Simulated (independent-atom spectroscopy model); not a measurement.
**Co2Si: spectra and optical constants from atomic data**

Aim: from the formula and density of Co2Si, work out its thin-foil X-ray spectrum, its electron mean free paths and its fluorescence spectrum.

Program: independent-atom spectroscopy model, version 2. Model: independent atoms, textbook formulas over atomic cross sections; no chemical shifts or fine structure; level and line energies, yields and scattering factors come from tables. All values are calculated, but those marked as tabulated.

## (1) The sample

* formula: Co2Si
* density: 7.418 g/cm³ (from a deposited cell)
* molar mass: 145.95 g/mol
* atoms per volume: 91.8 per nm³

```
element  atoms (%)  mass (%)
     Co       66.7      80.8
     Si       33.3      19.2
```

## (2) EDX spectrum in the electron microscope

Model: thin-foil X-ray emission: photons = atoms x relativistic binary-encounter-Bethe cross section (averaged denominator) with Coster-Kronig feeding x tabulated yield and branching; no absorption or detector response; main K, L (from Ca) and M (from Gd) lines over 0.5 percent, close pairs merged.

Input values:

```json
{
  "elements": ["Co", "Si"],
  "counts": [2, 1],
  "density": 7.418,
  "beam_energy": 80.0,
  "range_end": 40
}
```

Units: density in g/cm³, beam_energy in keV, range_end in keV.

## (3) How far electrons travel

Model: electron mean free paths: inelastic by TPP-2M with the stated gap parameter, elastic and transport from Dirac partial-wave cross sections of free atoms, attenuation length as the inelastic path times 1 - 0.738 albedo.

Input values:

```json
{
  "elements": ["Co", "Si"],
  "counts": [2, 1],
  "density": 7.418,
  "electron_energy": [171.0, 200.0, 700.0, 1200.0, 1400.0, 2000.0, 5000.0, 9910.0],
  "valence_electrons": 22,
  "tpp_gap_parameter": 0.0
}
```

Units: density in g/cm³, electron_energy in eV, tpp_gap_parameter in eV.

## (4) XRF spectrum

Model: primary fluorescence of a thick sample under monochromatic X-rays (Sherman equation, cascade cross sections of xraylib); no secondary enhancement or detector response; lines over 1 keV and 0.3 percent, close pairs merged; depth is the 1/e depth of the way in and out.

Input values:

```json
{
  "elements": ["Co", "Si"],
  "counts": [2, 1],
  "density": 7.418,
  "photon_energy": 15.0,
  "incidence_angle": 30,
  "take_off_angle": 60
}
```

Units: density in g/cm³, photon_energy in keV, incidence_angle in degrees, take_off_angle in degrees.

What does the calculation give? Wanted: strongest thin-foil line; free-electron plasmon energy; strongest fluorescence line; depth of that line.

The runs gave:

```
                    quantity                value
    strongest thin-foil line  Co Kα1+2, 6.925 keV
   inelastic path at 1200 eV              1.93 nm
    attenuation length there              1.57 nm
free-electron plasmon energy              30.5 eV
 strongest fluorescence line  Co Kα1+2, 6.925 keV
          depth of that line              7.30 μm
```

In the thin-foil spectrum the strongest is Co Kα1+2 at 6.925 keV; Co gives 83 % of the summed signal with 67 % of the atoms. Co Lα1+2 follows closely at 100 %. At 1200 eV, 95 % of a signal at normal exit comes from the top 4.7 nm (three attenuation lengths). Above that the inelastic path grows about as energy to the power 0.81. In the fluorescence the strongest is Co Kα1+2 at 6.925 keV; Co gives 100 % of the summed signal with 67 % of the atoms. Si shows nothing within the model's range and threshold. Independent atoms give no chemical shifts, near-edge structure or detector effects.
